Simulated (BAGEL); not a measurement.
# AlGeH5 (SMILES [AlH2][GeH3]) at HF/6-31G(d) (density fitting with qzvpp-jkfit, spherical functions)

What is the electronic atomisation energy of AlGeH5 at HF/6-31G* (density fitting with qzvpp-jkfit, spherical functions)? 

The results are computed with BAGEL 1.2.2.

13 further runs of the same task are left out: 4 that didn't finish, 9 set aside as unsound or not needed.

### 1 The structure to begin with

AlGeH5 has 7 atoms, charge 0, and is taken as a singlet. SMILES: `[AlH2][GeH3]`. The coordinates come from a PBE0-D4/def2-TZVP relaxation.

Bond lengths: Al1–Ge2 2.477 Å, Al1–H3 1.588 Å, Al1–H4 1.588 Å, Ge2–H5 1.541 Å, Ge2–H6 1.544 Å, Ge2–H7 1.541 Å. Angles: Al1–Ge2–H5 113.2°, Al1–Ge2–H6 110.3°, Al1–Ge2–H7 113.1°, Ge2–Al1–H3 120.3°, Ge2–Al1–H4 120.3°, H5–Ge2–H6 106.3°, H5–Ge2–H7 107.2°, H6–Ge2–H7 106.3°, H3–Al1–H4 119.4°.

### 2 A single-point energy at HF/6-31G(d) (density fitting with qzvpp-jkfit, spherical functions)

The input, input.json:

```json
{ "bagel" : [

{
  "title" : "molecule",
  "basis" : "6-31gs.json",
  "df_basis" : "qzvpp-jkfit",
  "angstrom" : "true",
  "geometry" : [
    { "atom" : "Al", "xyz" : [   -0.310000,   -1.404200,    0.123800 ] },
    { "atom" : "Ge", "xyz" : [    0.252900,    0.995600,   -0.122800 ] },
    { "atom" : "H", "xyz" : [    0.625200,   -2.362300,    0.977100 ] },
    { "atom" : "H", "xyz" : [   -1.622500,   -1.993300,   -0.547700 ] },
    { "atom" : "H", "xyz" : [   -0.281000,    1.612500,   -1.430100 ] },
    { "atom" : "H", "xyz" : [   -0.371600,    1.813400,    1.028700 ] },
    { "atom" : "H", "xyz" : [    1.768500,    1.270300,   -0.074600 ] }
  ]
},
{ "title" : "hf" },
{ "title" : "print", "file" : "orbitals.molden", "orbitals" : "true" }

]}
```

The basis set 6-31G* is read from a file made from the Basis Set Exchange's data (not shown).

Command:

```console
BAGEL_NUM_THREADS=1 BAGEL input.json > input.out
```

Output:

```text
* using 1 threads per process

  ===============================================================
  ===============================================================

  *** Geometry ***

  { "atom" : "Al", "xyz" : [     -0.585815,     -2.653553,      0.233948 ] },
  { "atom" : "Ge", "xyz" : [      0.477912,      1.881411,     -0.232058 ] },
  { "atom" : "H", "xyz" : [      1.181457,     -4.464100,      1.846451 ] },
  { "atom" : "H", "xyz" : [     -3.066081,     -3.766791,     -1.035003 ] },
  { "atom" : "H", "xyz" : [     -0.531013,      3.047183,     -2.702497 ] },
  { "atom" : "H", "xyz" : [     -0.702222,      3.426829,      1.943961 ] },
  { "atom" : "H", "xyz" : [      3.341981,      2.400519,     -0.140974 ] },

  Number of auxiliary basis functions:      484

  Since a DF basis is specified, we compute 2- and 3-index integrals:
    o Being stored without compression. Storage requirement is 0.014 GB

  Number of basis functions:       60
  Number of electrons      :       50

    * METHOD: MOLECULE                             0.24

  *** RHF ***

  === Nuclear Repulsion ===
   147.6890316176

      * DIIS with orbital gradients will be used.

  === RHF iteration (6-31gs.json) ===
      0      -2319.82902179          0.00680232           0.05
      1      -2319.85824957          0.00199939           0.05
      2      -2319.86106290          0.00038851           0.05
      3      -2319.86110067          0.00011818           0.05
      4      -2319.86110655          0.00001968           0.05
      5      -2319.86110685          0.00000454           0.05
      6      -2319.86110687          0.00000095           0.05
      7      -2319.86110687          0.00000017           0.05
      8      -2319.86110687          0.00000006           0.05
      9      -2319.86110687          0.00000002           0.05
     10      -2319.86110687          0.00000001           0.05
    * SCF iteration converged.

    * Permanent dipole moment:
           (    0.037529,     0.223588,     0.000242) a.u.

    * METHOD: HF                                   0.72

    * METHOD: PRINT                                0.01

  ===============================================================
```

Wall time 1.1 s (1 thread of Arm Neoverse V1, shared host).

### 3 The Al atom

The input, job.json:

```json
{ "bagel" : [

{
  "title" : "molecule",
  "basis" : "6-31gs.json",
  "df_basis" : "qzvpp-jkfit",
  "angstrom" : "true",
  "geometry" : [
    { "atom" : "Al", "xyz" : [       0.000000,       0.000000,       0.000000 ] }
  ]
},

{
  "title" : "uhf",
  "nopen" : 1
},

{
  "title" : "print",
  "file" : "orbitals.molden",
  "orbitals" : "true"
}

]}
```

The basis set 6-31G* is read from a file made from the Basis Set Exchange's data (not shown).

Run the same way, it converges to -241.85635 Eh (log not shown).

### 4 The Ge atom

The input, input.json:

```json
{ "bagel" : [

{
  "title" : "molecule",
  "basis" : "6-31gs.json",
  "df_basis" : "qzvpp-jkfit",
  "angstrom" : true,
  "geometry" : [
    { "atom" : "Ge", "xyz" : [    0.000000,    0.000000,    0.000000 ] }
  ]
},
{ "title" : "uhf", "charge" : 0, "nopen" : 2 },
{ "title" : "print", "file" : "orbitals.molden", "orbitals" : true }

]}
```

The basis set 6-31G* is read from a file made from the Basis Set Exchange's data (not shown).

Command:

```console
BAGEL_NUM_THREADS=1 BAGEL input.json > input.out
```

Output:

```text
* using 1 threads per process

  ===============================================================
  ===============================================================

  *** Geometry ***

  { "atom" : "Ge", "xyz" : [      0.000000,      0.000000,      0.000000 ] },

  Number of auxiliary basis functions:      266

  Since a DF basis is specified, we compute 2- and 3-index integrals:
    o Being stored without compression. Storage requirement is 0.002 GB

  Number of basis functions:       32
  Number of electrons      :       32

    * METHOD: MOLECULE                             0.05

  *** Open-shell HF ***

  === Nuclear Repulsion ===
     0.0000000000

      * DIIS with orbital gradients will be used.

  === UHF iteration (6-31gs.json) ===
      0      -2075.02175589          0.00424879           0.01
      1      -2075.03356190          0.00191113           0.01
      2      -2075.03524012          0.00067142           0.01
      3      -2075.03556337          0.00035884           0.01
      4      -2075.03560305          0.00003754           0.01
      5      -2075.03560536          0.00000758           0.01
      6      -2075.03560542          0.00000076           0.01
      7      -2075.03560543          0.00000013           0.01
      8      -2075.03560543          0.00000001           0.01
      9      -2075.03560543          0.00000000           0.01
    * SCF iteration converged.

    * S^2 (UHF) is 2.0080

    * Permanent dipole moment:
           (   -0.000000,     0.000000,     0.000000) a.u.

    * METHOD: UHF                                  0.23

    * METHOD: PRINT                                0.00

  ===============================================================
```

It took 0.4 s on 1 thread of Arm Neoverse V1, shared host.

### 5 The H atom, same level

The input, calc.json:

```json
{ "bagel": [

{
  "title": "molecule",
  "basis": "6-31gs.json",
  "df_basis": "qzvpp-jkfit",
  "angstrom": true,
  "geometry": [
    { "atom": "H", "xyz": [       0.000000,       0.000000,       0.000000 ] }
  ]
},

{
  "title": "uhf",
  "nopen": 1
},

{
  "title": "print",
  "file": "orbitals.molden",
  "orbitals": true
}

]}
```

The basis set 6-31G* is read from a file made from the Basis Set Exchange's data (not shown).

Command:

```console
BAGEL_NUM_THREADS=1 BAGEL calc.json > calc.out
```

Output:

```text
* using 1 threads per process

  ===============================================================
  ===============================================================

  *** Geometry ***

  { "atom" : "H", "xyz" : [      0.000000,      0.000000,      0.000000 ] },

  Number of auxiliary basis functions:       18

  Since a DF basis is specified, we compute 2- and 3-index integrals:
    o Being stored without compression. Storage requirement is 0.000 GB

  Number of basis functions:        2
  Number of electrons      :        1

    * METHOD: MOLECULE                             0.01

  *** Open-shell HF ***

  === Nuclear Repulsion ===
     0.0000000000

      * DIIS with orbital gradients will be used.

  === UHF iteration (6-31gs.json) ===
      0         -0.49072816          0.08996690           0.00
      1         -0.49744587          0.02923745           0.00
      2         -0.49815036          0.00947238           0.00
      3         -0.49823291          0.00000000           0.00
    * SCF iteration converged.

    * S^2 (UHF) is 0.7500

    * Permanent dipole moment:
           (    0.000000,     0.000000,     0.000000) a.u.

    * METHOD: UHF                                  0.01

    * METHOD: PRINT                                0.00

  ===============================================================
```

Run time: 0.14 s. Hardware: 1 thread of Arm Neoverse V1, shared host.

### 6 Outcome

Level: HF/6-31G* (density fitting with qzvpp-jkfit, spherical functions).

| quantity | value |
| --- | --- |
| molecule: total energy | -2319.86111 Eh |
| molecule: dipole moment | 0.58 D |
| molecule: HOMO energy | -9.99 eV |
| molecule: LUMO energy | 0.66 eV |
| molecule: HOMO–LUMO gap | 10.66 eV |
| Al atom: total energy | -241.85635 Eh |
| Al atom: dipole moment | 0.00 D |
| Al atom: ⟨S²⟩ | 0.757 |
| Ge atom: total energy | -2075.03561 Eh |
| Ge atom: dipole moment | 0.00 D |
| Ge atom: ⟨S²⟩ | 2.008 |
| H atom: total energy | -0.49823 Eh |
| H atom: dipole moment | 0.00 D |
| H atom: ⟨S²⟩ | 0.750 |
| electronic atomisation energy | 13.007 eV |

In words: Taking the molecule apart into free atoms costs 13.01 eV (300 kcal/mol), before zero-point energy and without spin-orbit coupling. Hartree–Fock lacks the correlation of the bonding pairs, which as a rule makes this value much too low; in minimal bases other errors can mask that.
